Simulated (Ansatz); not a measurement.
# Li2P: the cost of one run

Method: DFT PBE, scalar-relativistic, plane waves, PAW, in Ansatz 0.2.0.

**1. Starting point**

The structure is hexagonal, space group P-6m2 (No. 187). Conventional cell: a = 3.525 Å, b = 3.525 Å, c = 10.079 Å, α = 90.00°, β = 90.00°, γ = 120.00°. Around Li (site symmetry -6m2) lie 6 P at 2.50 Å. Li (site symmetry 3m) has 3 P at 2.50 Å as nearest neighbours. Around Li (site symmetry -6m2) lie 6 Li at 2.95 Å. Around P (site symmetry 3m) lie 6 Li at 2.50 Å.

Structure file:

```cif
data_structure
_symmetry_space_group_name_H-M 'P 1'
_symmetry_Int_Tables_number 1
_cell_length_a 3.5250
_cell_length_b 3.5250
_cell_length_c 10.0789
_cell_angle_alpha 90.000
_cell_angle_beta 90.000
_cell_angle_gamma 120.000
_cell_volume 108.46
loop_
_atom_site_label
_atom_site_type_symbol
_atom_site_fract_x
_atom_site_fract_y
_atom_site_fract_z
_atom_site_occupancy
Li1 Li 0.00000 0.00000 0.00000 1
Li2 Li 0.33333 0.66667 0.28812 1
Li3 Li 0.66667 0.33333 0.50000 1
Li4 Li 0.33333 0.66667 0.71188 1
P1 P 0.66667 0.33333 0.14406 1
P2 P 0.66667 0.33333 0.85594 1
```

A structure generator made this guess: close-packed metal layers stacked ABCB|A, with sites between them filled layer by layer (P-6m2, No. 187). The dimensions are guesses.

**2. A first look at the guess**

File input.yaml:

```yaml
crystal:
  lattice:
    - [3.525, 0.0, 0.0]
    - [-1.7625, 3.05273955, 0.0]
    - [0.0, 0.0, 10.07887741]
  atoms:
    - { symbol: Li, position: [0.0, 0.0, 0.0] }
    - { symbol: Li, position: [0.33333333, 0.66666667, 0.28811509] }
    - { symbol: Li, position: [0.66666667, 0.33333333, 0.5] }
    - { symbol: Li, position: [0.33333333, 0.66666667, 0.71188491] }
    - { symbol: P, position: [0.66666667, 0.33333333, 0.14405755] }
    - { symbol: P, position: [0.66666667, 0.33333333, 0.85594245] }
basis:
  ecutwfc: 420
kpoints:
  mp_grid: { grid: [6, 6, 2] }
hamiltonian:
  xc: pbe
scf:
  occupations: { method: gaussian, width: 0.1 }
  lower_state_search: "off"
output:
  forces: true
  stress: true
  eigenvalues: true
```

Command:

```
$ ansatz run input.yaml --threads 1 --pin off --max-ram 2048MiB --backend cpu --events-out ev --progress --plain --runs-dir out
```

Q: Estimate wall time and peak memory on 1 thread of Intel Xeon 6975P-C (Granite Rapids), shared host.

About 1.5 s, with a peak of 0.36 GiB.
